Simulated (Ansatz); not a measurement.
**O (hcp type): how the settings move a relaxation**

How sensitive is a relaxation of O (hcp type) to its settings? A reference run comes first, then one run with altered input.

Computed with Ansatz 0.2.0 (reference: DFT, LDA, PAW with Ansatz's default frozen-core files, scalar-relativistic, unless a step's input says otherwise).

## 1. The starting structure

The structure is hexagonal, space group P6_3/mmc (No. 194). The conventional cell has a = 2.268 Å, b = 2.268 Å, c = 2.263 Å, α = 90.00°, β = 90.00°, γ = 120.00°. O (site symmetry -6m2) is surrounded by 6 O at 1.73 Å.

Coordinates:

```cif
data_structure
_symmetry_space_group_name_H-M 'P 1'
_symmetry_Int_Tables_number 1
_cell_length_a 2.2676
_cell_length_b 2.2676
_cell_length_c 2.2635
_cell_angle_alpha 90.000
_cell_angle_beta 90.000
_cell_angle_gamma 120.000
_cell_volume 10.08
loop_
_atom_site_label
_atom_site_type_symbol
_atom_site_fract_x
_atom_site_fract_y
_atom_site_fract_z
_atom_site_occupancy
O1 O 0.33333 0.66667 0.25000 1
O2 O 0.66667 0.33333 0.75000 1
```

## 2. Baseline

The input, input.yaml:

```yaml
crystal:
  lattice:
    - [2.2675907112, 0.0, 0.0]
    - [-1.1337953556, 1.9637911613, 0.0]
    - [0.0, 0.0, 2.2634783308]
  atoms:
    - { symbol: O, position: [0.3333333333, 0.6666666667, 0.25] }
    - { symbol: O, position: [0.6666666667, 0.3333333333, 0.75] }
kpoints:
  mp_grid: { grid: [19, 19, 11] }
scf:
  occupations: { method: fermi_dirac, width: 0.1 }
hamiltonian:
  xc: lda
  pseudopotentials: { kind: paw }
output:
  forces: true
  stress: true
relax:
  f_tol: 0.005
  max_steps: 30
  cell: { stress_tol: 0.23, fix: [volume] }
```

Launch:

```sh
$ ansatz run input.yaml --threads 1 --pin off --max-ram 2048MiB --backend cpu --events-out ev --progress --plain --runs-dir out
```

## 3. Changed: n_extra_bands 4, spin_polarized true

input.yaml, as its differences from that of step 2:

```diff
@@ -12,2 +12,3 @@
   occupations: { method: fermi_dirac, width: 0.1 }
+  n_extra_bands: 4
 hamiltonian:
@@ -18,2 +19,6 @@
   stress: true
+  write_density: true
+  write_potential: true
+  elf: true
+  volumetric_format: npy
 relax:
@@ -22 +27,3 @@
   cell: { stress_tol: 0.23, fix: [volume] }
+magnetization:
+  spin_polarized: true
```

**Question.** What will these runs give? Wanted: for each run, ending; energy change; pressure; gap; force.

As calculated:

```
                                    run     ending  energy change  pressure (GPa)  gap (eV)  force (eV/Å)  cycles  time
                              reference  converged              0           164.9      0.00          0.00      55  16 s
1: n_extra_bands 4, spin_polarized true  converged   0.0 meV/atom           164.9      0.00          0.00      39  16 s
```

Times don't compare one to one where runs were asked for different outputs or read a saved state (see the inputs); cycles may leave out searches for a lower state.

What this shows: With the changed spin polarisation the energy stays within 0.5 meV/atom: no moment was seeded, so none could form, and both runs end non-magnetic. Semilocal functionals close small gaps, so the missing gap need not be the real solid's. The structure is not at rest: the sound run finds 165 GPa, so these are no properties of the relaxed crystal. 
